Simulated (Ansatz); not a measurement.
# CdF2: the cost of one run

Program: Ansatz 0.2.0. Level of theory: DFT PBE, scalar-relativistic, plane waves, PAW. These are calculated values, not measurements.

### 1 Starting point

The structure is cubic, space group Fm-3m (No. 225). The conventional cell has a = 5.481 Å, b = 5.481 Å, c = 5.481 Å, α = 90.00°, β = 90.00°, γ = 90.00°. Around Cd (site symmetry m-3m) lie 8 F at 2.37 Å. Around F (site symmetry -43m) lie 4 Cd at 2.37 Å.

Structure file:

```cif
data_structure
_symmetry_space_group_name_H-M 'P 1'
_symmetry_Int_Tables_number 1
_cell_length_a 3.8757
_cell_length_b 3.8757
_cell_length_c 3.8757
_cell_angle_alpha 60.000
_cell_angle_beta 60.000
_cell_angle_gamma 60.000
_cell_volume 41.17
loop_
_atom_site_label
_atom_site_type_symbol
_atom_site_fract_x
_atom_site_fract_y
_atom_site_fract_z
_atom_site_occupancy
Cd1 Cd 0.50000 0.50000 0.50000 1
F1 F 0.25000 0.25000 0.25000 1
F2 F 0.75000 0.75000 0.75000 1
```

It is the end of an earlier relaxation with the same method, from a generated guess; it needn't be the stable form of this composition. At a tolerance of 0.02 Å it has space group Fm-3m (No. 225); it has 13.72 Å³/atom, an uncorrected energy of -2.18 eV/atom over the elements.

### 2 Static run: bands, density of states and charges

Contents of input.yaml:

```yaml
crystal:
  lattice:
    - [0.0, 2.7405401653, 2.7405401653]
    - [2.7405401653, 0.0, 2.7405401653]
    - [2.7405401653, 2.7405401653, 0.0]
  atoms:
    - { symbol: Cd, position: [0.5, 0.5, 0.5] }
    - { symbol: F, position: [0.25, 0.25, 0.25] }
    - { symbol: F, position: [0.75, 0.75, 0.75] }
basis:
  ecutwfc: 420
kpoints:
  mp_grid: { grid: [8, 8, 8] }
  band_path:
    path:
      - [[0.0, 0.0, 0.0], [0.5, 0.0, 0.5], [0.625, 0.25, 0.625]]
      - [[0.375, 0.375, 0.75], [0.0, 0.0, 0.0], [0.5, 0.5, 0.5], [0.5, 0.25, 0.75], [0.5, 0.0, 0.5]]
    npoints: 14
hamiltonian:
  xc: pbe
scf:
  occupations: { method: gaussian, width: 0.02 }
  n_extra_bands: 7
output:
  forces: true
  stress: true
  eigenvalues: true
  populations: true
  dos: { projected: true, de: 0.02, nscf_kmesh: { grid: [12, 12, 12] } }
  bader: true
  write_density: true
  write_potential: true
  elf: true
  volumetric_format: npy
```

Command:

```
$ ansatz run input.yaml --threads 1 --pin off --max-ram 2560MiB --backend cpu --events-out ev --progress --plain --runs-dir out
```

Q: Estimate wall time and peak memory on 1 thread of Arm Neoverse N1, shared host.

About 31 s, with a peak of 0.3 GiB.
